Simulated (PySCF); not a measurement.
# CH7ClOSi2: the cost of one run

The runs use PySCF 2.14.0; levels as typed in each script, gas phase, geometry from GFN2-xTB.

## Step 1: The system as given

SMILES `[SiH3]O[SiH2]CCl`, 12 atoms, charge 0, spin multiplicity 1.

Bond lengths: Si1–O2 1.631 Å, Si1–H6 1.460 Å, Si1–H7 1.460 Å, Si1–H8 1.461 Å, O2–Si3 1.610 Å, Si3–C4 1.912 Å, Si3–H9 1.460 Å, Si3–H10 1.458 Å, C4–Cl5 1.784 Å, C4–H11 1.087 Å, C4–H12 1.088 Å. Angles: O2–Si1–H6 107.1°, O2–Si1–H7 103.1°, O2–Si1–H8 108.2°, H6–Si1–H7 113.1°, H6–Si1–H8 112.1°, H7–Si1–H8 112.5°, Si1–O2–Si3 158.1°, O2–Si3–C4 109.1°, O2–Si3–H9 105.6°, O2–Si3–H10 108.7°, C4–Si3–H9 108.8°, C4–Si3–H10 109.0°, H9–Si3–H10 115.5°, Si3–C4–Cl5 109.5°, Si3–C4–H11 112.8°, Si3–C4–H12 112.8°, Cl5–C4–H11 106.6°, Cl5–C4–H12 106.4° and more.

As a file:

| atom | x (Å) | y (Å) | z (Å) |
| --- | --- | --- | --- |
| Si1 | 2.1693 | 0.7431 | 0.0738 |
| O2 | 1.1985 | -0.5651 | -0.0115 |
| Si3 | -0.1598 | -1.4077 | -0.2057 |
| C4 | -1.6049 | -0.4661 | 0.6193 |
| Cl5 | -1.8240 | 1.1111 | -0.1858 |
| H6 | 2.3496 | 1.2330 | -1.2899 |
| H7 | 3.3959 | 0.2079 | 0.6579 |
| H8 | 1.5264 | 1.7345 | 0.9322 |
| H9 | 0.0511 | -2.6634 | 0.5087 |
| H10 | -0.4303 | -1.5361 | -1.6331 |
| H11 | -2.5526 | -0.9915 | 0.5347 |
| H12 | -1.4233 | -0.2511 | 1.6704 |

## Step 2: Density, bond paths and surface potential (CAM-B3LYP/6-311+g**)

input.py reads:

```python
import numpy as np
from pyscf import gto, scf, dft
from pyscf.scf import atom_ks, atom_hf
from scipy.linalg import block_diag

def solve(mol, dm0=None, hcore=None):
    mf = (dft.UKS if mol.spin else dft.RKS)(mol, xc='camb3lyp')
    mf.grids.level = 3
    mf = mf.density_fit(auxbasis='def2-universal-jkfit')
    mf.conv_tol, mf.max_cycle = 1e-8, 80
    if hcore is not None:
        mf.get_hcore = lambda *args: hcore
    mf.kernel(dm0)
    if not mf.converged:
        mf = mf.newton().run(mf.mo_coeff, mf.mo_occ, max_cycle=30)
    assert mf.converged, 'SCF not converged'
    return mf

mol = gto.M(atom='''
Si     2.16933     0.74309     0.07377
O      1.19847    -0.56509    -0.01147
Si    -0.15984    -1.40767    -0.20571
C     -1.60487    -0.46612     0.61934
Cl    -1.82401     1.11108    -0.18576
H      2.34961     1.23303    -1.28986
H      3.39589     0.20790     0.65793
H      1.52638     1.73450     0.93219
H      0.05107    -2.66342     0.50866
H     -0.43034    -1.53609    -1.63313
H     -2.55258    -0.99153     0.53469
H     -1.42328    -0.25114     1.67035
''', basis='6-311+g**', charge=0, spin=0, verbose=4)
mf = solve(mol)
mf.analyze()
# spherically averaged free atoms, for the promolecule
atm = atom_ks.get_atm_nrks(mol, xc='camb3lyp')
pro = block_diag(*[(atm[a[0]][2] * atm[a[0]][3]) @ atm[a[0]][2].T for a in mol._atom])
np.savez('result.npz', e=mf.e_tot, c=mf.mo_coeff, occ=mf.mo_occ, eps=mf.mo_energy, pro=pro, dip=mf.dip_moment(verbose=0), s2=mf.spin_square()[0])
```

Run with:

```sh
OMP_NUM_THREADS=1 python input.py
```

What time and memory should one allow on 1 thread of Arm Neoverse V2, shared host?

About 32 s, with a peak of 0.74 GiB.
